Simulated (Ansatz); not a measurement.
# Tm2Ta: the cost of one run

Program: Ansatz 0.2.0. Level of theory: DFT PBE, scalar-relativistic, plane waves, PAW; 4f electrons in the core of a trivalent norm-conserving potential. These are calculated values, not measurements.

2 further runs of the same task are left out: 1 that didn't finish, 1 set aside as unsound or not needed. Runs told in other sessions of the task aren't counted.

### Step 1. The structure to begin with

The structure is cubic, space group Fd-3m (No. 227). The conventional cell has a = 8.005 Å, b = 8.005 Å, c = 8.005 Å, α = 90.00°, β = 90.00°, γ = 90.00°. Tm (site symmetry -3m) has 6 Tm at 2.83 Å and 6 Ta at 3.32 Å in its first shell of neighbours. Ta (site symmetry -43m) is surrounded by 12 Tm at 3.32 Å and 4 Ta at 3.47 Å.

Structure file:

```
CELL_PARAMETERS angstrom
0.00000 4.00240 4.00240
4.00240 0.00000 4.00240
4.00240 4.00240 0.00000
ATOMIC_POSITIONS crystal
Tm 0.12500 0.12500 0.12500
Tm 0.62500 0.12500 0.12500
Tm 0.12500 0.12500 0.62500
Tm 0.12500 0.62500 0.12500
Ta 0.50000 0.50000 0.50000
Ta 0.75000 0.75000 0.75000
```

Recipe of the guess: species swapped into a database cell of HoIr2 (Fd-3m, No. 227), with Ta on the Ho sites and Tm on the Ir sites. Lengths come from tabulated atomic sizes and are only a guess.

### Step 2. Probe: one point on a coarse mesh

input.yaml reads:

```yaml
crystal:
  lattice:
    - [0.0, 4.00239937, 4.00239937]
    - [4.00239937, 0.0, 4.00239937]
    - [4.00239937, 4.00239937, 0.0]
  atoms:
    - { symbol: Tm, position: [0.125, 0.125, 0.125] }
    - { symbol: Tm, position: [0.625, 0.125, 0.125] }
    - { symbol: Tm, position: [0.125, 0.125, 0.625] }
    - { symbol: Tm, position: [0.125, 0.625, 0.125] }
    - { symbol: Ta, position: [0.5, 0.5, 0.5] }
    - { symbol: Ta, position: [0.75, 0.75, 0.75] }
basis:
  ecutwfc: 690
kpoints:
  mp_grid: { grid: [4, 4, 4] }
hamiltonian:
  xc: pbe
  pseudopotentials:
    kind: paw
    azcp: { Tm: "pseudopotentials/pbe/nc/lanthanide_3plus/Tm.nc.azcp" }
scf:
  occupations: { method: gaussian, width: 0.1 }
  lower_state_search: "off"
output:
  forces: true
  stress: true
  eigenvalues: true
```

Launch:

```sh
$ ansatz run input.yaml --threads 1 --pin off --max-ram 2560MiB --backend cpu --events-out ev --progress --plain --runs-dir out
```

Q: Estimate wall time and peak memory on 1 thread of Arm Neoverse V1, shared host.

About 5.9 s, with a peak of 0.45 GiB.
